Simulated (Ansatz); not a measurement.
# FH3NSSi radical: basis-set convergence

How large a basis does FH3NSSi radical need? Two functionals are run in growing sets.

Computed with Ansatz 0.2.0, Gaussian basis. Level: one geometry, several basis sets.

The runs, in order: PBE0-D4/def2-SVP; ωB97M-V/def2-SVP; PBE0-D4/def2-QZVPP; ωB97M-V/def2-QZVPP; the functionals' def2-TZVPP values are taken from earlier runs.

### Step 1. Structure used throughout

All runs share one geometry, relaxed beforehand with PBE0-D4 in a triple-zeta def2 set.

7 atoms, charge 0, spin multiplicity 2.

Atoms are counted from 1 here; the program's logs count them from 0.

Bond lengths: N1–Si2 1.692 Å, N1–H5 1.006 Å, N1–H6 1.006 Å, Si2–F3 1.597 Å, Si2–S4 2.108 Å, Si2–H7 1.476 Å. Angles: Si2–N1–H5 123.6°, Si2–N1–H6 122.9°, H5–N1–H6 113.5°, N1–Si2–F3 115.1°, N1–Si2–S4 105.4°, N1–Si2–H7 107.6°, F3–Si2–S4 106.5°, F3–Si2–H7 106.1°, S4–Si2–H7 116.5°.

Coordinates:

```
N    -0.93156   -0.46669   -0.12921
Si    0.60117    0.18484    0.16715
F     0.68554    1.17260    1.41866
S     1.05850    1.33730   -1.53790
H    -1.70102    0.06607   -0.49804
H    -1.16418   -1.42551    0.06636
H     1.51286   -0.93661    0.46739
```

### Step 2. PBE0-D4 in def2-SVP

Contents of in.yaml:

```yaml
crystal:
  periodic: [false, false, false]
  atoms:
    - {symbol: N, position_ang: [-0.931563, -0.466693, -0.129215]}
    - {symbol: Si, position_ang: [0.601168, 0.184839, 0.167153]}
    - {symbol: F, position_ang: [0.685540, 1.172605, 1.418661]}
    - {symbol: S, position_ang: [1.058503, 1.337297, -1.537904]}
    - {symbol: H, position_ang: [-1.701023, 0.066075, -0.498041]}
    - {symbol: H, position_ang: [-1.164183, -1.425509, 0.066359]}
    - {symbol: H, position_ang: [1.512859, -0.936614, 0.467387]}
basis:
  gaussian: {orbitals: def2-SVP}
magnetization: {spin_polarized: true, initial_magnetization: 1}
hamiltonian: {xc: pbe0, dispersion: d4}
output: {orbitals: {seedname: orbitals}}
```

Launch:

```bash
$ ansatz run in.yaml --threads 4 --pin off --events-out ev --progress --plain --max-ram 10444MiB
```

Further steps of the session: ωB97M-V in def2-SVP; PBE0-D4 in def2-QZVPP; ωB97M-V in def2-QZVPP.

Before running them: what should the planned runs give, taken together? Wanted: PBE0-D4: double and triple zeta above quadruple; ωB97M-V: double and triple zeta above quadruple.

**Answer**, as computed:

| quantity | value |
| --- | --- |
| PBE0-D4: double and triple zeta above quadruple | 12.96, 0.86 eV |
| ωB97M-V: double and triple zeta above quadruple | 13.00, 0.80 eV |

In words: PBE0-D4 gains 12.10 eV from double to triple zeta, then 0.86 eV more. Total energies overstate the basis error of differences, where much of it tends to cancel.
